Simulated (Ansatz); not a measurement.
# CH7BSeSi: one species, many methods

The task here is to estimate one member of a computed series from the others.

Computed with Ansatz 0.2.0, Gaussian basis. Level: functionals in def2-TZVPP, the program's frozen cores in correlated methods.

Levels to be run: PBE-D4, r2SCAN-D4, PBE0-D4, B3LYP-D4, ωB97X-V, ωB97M-V, B2PLYP; CCSD(T)/def2-TZVPP; MP2/def2-QZVPP; extrapolation to the limit.

### The relaxed structure

An earlier PBE0-D4 in a triple-zeta def2 set relaxation fixed the geometry.

SMILES `C[Se]B[SiH3]`, 11 atoms, charge 0, spin multiplicity 1.

Atoms are counted from 1 here; the program's logs count them from 0.

Bond lengths: C1–Se2 1.952 Å, C1–H5 1.089 Å, C1–H6 1.089 Å, C1–H7 1.087 Å, Se2–B3 1.882 Å, B3–Si4 2.005 Å, B3–H8 1.195 Å, Si4–H9 1.491 Å, Si4–H10 1.489 Å, Si4–H11 1.491 Å. Angles: Se2–C1–H5 108.7°, Se2–C1–H6 108.7°, Se2–C1–H7 108.7°, H5–C1–H6 109.8°, H5–C1–H7 110.5°, H6–C1–H7 110.5°, C1–Se2–B3 103.7°, Se2–B3–Si4 118.4°, Se2–B3–H8 118.5°, Si4–B3–H8 123.1°, B3–Si4–H9 110.2°, B3–Si4–H10 112.8°, B3–Si4–H11 110.1°, H9–Si4–H10 108.1°, H9–Si4–H11 107.4°, H10–Si4–H11 108.1°.

Set-up of the first run:

File in.yaml:

```yaml
crystal:
  periodic: [false, false, false]
  atoms:
    - {symbol: C, position_ang: [-1.350019, 1.934003, 0.853767]}
    - {symbol: Se, position_ang: [0.359844, 1.240618, 0.215465]}
    - {symbol: B, position_ang: [0.001812, -0.572587, -0.138303]}
    - {symbol: Si, position_ang: [1.491291, -1.722146, -0.830320]}
    - {symbol: H, position_ang: [-1.677974, 2.726021, 0.182748]}
    - {symbol: H, position_ang: [-1.210909, 2.335193, 1.856175]}
    - {symbol: H, position_ang: [-2.073518, 1.122373, 0.866080]}
    - {symbol: H, position_ang: [-1.101938, -0.985691, 0.060729]}
    - {symbol: H, position_ang: [1.120479, -2.302533, -2.152743]}
    - {symbol: H, position_ang: [2.767865, -0.973188, -0.995236]}
    - {symbol: H, position_ang: [1.738367, -2.859063, 0.102239]}
basis:
  gaussian: {orbitals: def2-TZVPP}
hamiltonian: {xc: pbe, dispersion: d4}
output: {forces: true, orbitals: {seedname: orbitals}}
```

Command:

```sh
$ ansatz run in.yaml --threads 4 --pin off --events-out ev --progress --plain --max-ram 10444MiB
```

Among the steps run: PBE-D4 (GGA); r2SCAN-D4 (meta-GGA); PBE0-D4 (hybrid); B3LYP-D4 (hybrid); ωB97X-V (range-separated); ωB97M-V (range-separated); B2PLYP (double hybrid); CCSD(T) in def2-TZVPP; MP2 in def2-QZVPP.

One table of the session follows, with a row left open; its other results are not shown here.

It belongs to the step «Atomisation energies». 

```
            method  atomisation energy (kJ/mol)
            PBE-D4                       3629.4
         r2SCAN-D4                       3618.8
           PBE0-D4                       3599.2
          B3LYP-D4                       3603.7
           ωB97X-V                       3613.0
           ωB97M-V                       3594.9
            B2PLYP                       3557.8
     HF/def2-TZVPP                       2722.5
    MP2/def2-TZVPP                            ?
   CCSD/def2-TZVPP                       3473.9
CCSD(T)/def2-TZVPP                       3518.4
           MP2/CBS                       3607.0
       CCSD(T)/CBS                       3599.5
```

Q: Estimate the row for MP2/def2-TZVPP from the others.

The run gave: atomisation energy (kJ/mol): 3525.8. In the column «atomisation energy (kJ/mol)» it lies between CCSD(T)/def2-TZVPP (3518.4) and B2PLYP (3557.8).
